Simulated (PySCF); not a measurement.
**AsN⁻: changing the method**

Starting from one script, swap the method and compare what comes out for AsN⁻.

Method: method and basis as typed in the scripts; program: PySCF 2.14.0.

3 further runs of the same task are left out: 3 that didn't finish.

### Step 1. The system as given

AsN⁻: 2 atoms, charge -1, spin multiplicity 2.

Bond lengths: As1–N2 1.833 Å.

### Step 2. Base script

input.py

```python
from pyscf import gto, scf, mp

mol = gto.M(
    atom='As 0 0 0; N 0 0 1.833',
    basis='lanl2dz',
    ecp={'As': 'lanl2dz'},
    charge=-1,
    spin=1,
    verbose=4,
)
mf = scf.UHF(mol)
mf = mf.density_fit(auxbasis='def2-universal-jkfit')
mf = mf.newton()
mf.kernel()
mp.MP2(mf, frozen=1).kernel()
mf.dip_moment()
print('orbital energies (hartree):', [e[max(0, n-3):n+3].round(4) for e, n in zip(mf.mo_energy, mol.nelec)])
```

On the command line:

```console
OMP_NUM_THREADS=1 python input.py
```

### Step 3. Tpss (UKS)

Run 1 changes functional: none (Hartree–Fock) → tpss; SCF type: UHF → UKS; step after the SCF: mp2 → analyze.

Edit input.py of step 2 so:

```diff
@@ -1,2 +1,2 @@
-from pyscf import gto, scf, mp
+from pyscf import gto, dft
 
@@ -10,3 +10,3 @@
 )
-mf = scf.UHF(mol)
+mf = dft.UKS(mol, xc='tpss')
 mf = mf.density_fit(auxbasis='def2-universal-jkfit')
@@ -14,3 +14,3 @@
 mf.kernel()
-mp.MP2(mf, frozen=1).kernel()
+mf.mulliken_pop()
 mf.dip_moment()
```

### Step 4. RHF

Run 2 changes SCF type: UHF → RHF.

input.py

```python
from pyscf import gto, scf, mp

mol = gto.M(
    atom='As 0 0 0; N 0 0 1.833',
    basis='lanl2dz',
    ecp={'As': 'lanl2dz'},
    charge=-1,
    spin=1,
    verbose=4,
)
mf = scf.RHF(mol)
mf = mf.density_fit(auxbasis='def2-universal-jkfit')
mf = mf.newton()
mf.kernel()
mp.MP2(mf, frozen=1).kernel()
mf.dip_moment()
print('orbital energies (hartree):', mf.mo_energy[..., max(0, mol.nelec[1]-3):mol.nelec[0]+3].round(4))
```

### Step 5. Stability test

Run 3 changes step after the SCF: mp2 → stability.

Edit input.py of step 2 so:

```diff
@@ -1,2 +1,2 @@
-from pyscf import gto, scf, mp
+from pyscf import gto, scf
 
@@ -14,3 +14,3 @@
 mf.kernel()
-mp.MP2(mf, frozen=1).kernel()
+mf.stability(internal=True, external=True)
 mf.dip_moment()
```

### Step 6. B3lyp5 (UKS)

Run 4 changes functional: none (Hartree–Fock) → b3lyp5; SCF type: UHF → UKS; step after the SCF: mp2 → analyze.

Edit input.py of step 2 so:

```diff
@@ -1,2 +1,2 @@
-from pyscf import gto, scf, mp
+from pyscf import gto, dft
 
@@ -10,3 +10,3 @@
 )
-mf = scf.UHF(mol)
+mf = dft.UKS(mol, xc='b3lyp5')
 mf = mf.density_fit(auxbasis='def2-universal-jkfit')
@@ -14,3 +14,3 @@
 mf.kernel()
-mp.MP2(mf, frozen=1).kernel()
+mf.mulliken_pop()
 mf.dip_moment()
```

### Step 7. Wb97x (UKS)

Run 5 changes functional: none (Hartree–Fock) → wb97x; SCF type: UHF → UKS; step after the SCF: mp2 → analyze.

Edit input.py of step 2 so:

```diff
@@ -1,2 +1,2 @@
-from pyscf import gto, scf, mp
+from pyscf import gto, dft
 
@@ -10,3 +10,3 @@
 )
-mf = scf.UHF(mol)
+mf = dft.UKS(mol, xc='wb97x')
 mf = mf.density_fit(auxbasis='def2-universal-jkfit')
@@ -14,3 +14,3 @@
 mf.kernel()
-mp.MP2(mf, frozen=1).kernel()
+mf.mulliken_pop()
 mf.dip_moment()
```

### Step 8. Frozen orbitals none

Run 6 changes frozen orbitals: 1 → none.

Edit input.py of step 2 so:

```diff
@@ -14,3 +14,3 @@
 mf.kernel()
-mp.MP2(mf, frozen=1).kernel()
+mp.MP2(mf).kernel()
 mf.dip_moment()
```

**Question.** What will these runs give? Wanted: for each run, E(SCF); from base; gap, α spin; after the SCF.

The runs gave:

```tsv
run	E(SCF) (hartree)	from base (eV)	cycles	gap, α spin (eV)	after the SCF
base	-60.304028	0	6 macro	10.87	MP2 correlation -3.343 eV, core frozen
tpss (UKS)	-60.822561	not comparable	4 macro	0.26	n/a
RHF	-60.275579	+0.7741	5 macro	n/a	MP2 correlation -4.823 eV, core frozen
stability test	-60.304028	0.0000	6 macro	10.87	unstable: UHF/UKS -> GHF/GKS
b3lyp5 (UKS)	-60.755483	not comparable	5 macro	1.63	n/a
wb97x (UKS)	-60.764759	not comparable	6 macro	6.21	n/a
frozen orbitals none	-60.304028	0.0000	6 macro	10.87	MP2 correlation -3.364 eV
```

What this shows: The α-spin gap between the frontier levels is 0.3 eV with tpss (0 % exact exchange) and 1.6 eV with b3lyp5 (20 %): exact exchange opens it. A lower total energy from another functional means nothing by itself. The dearest run is “tpss (UKS)”, at 5.5 s against 0.78 s.
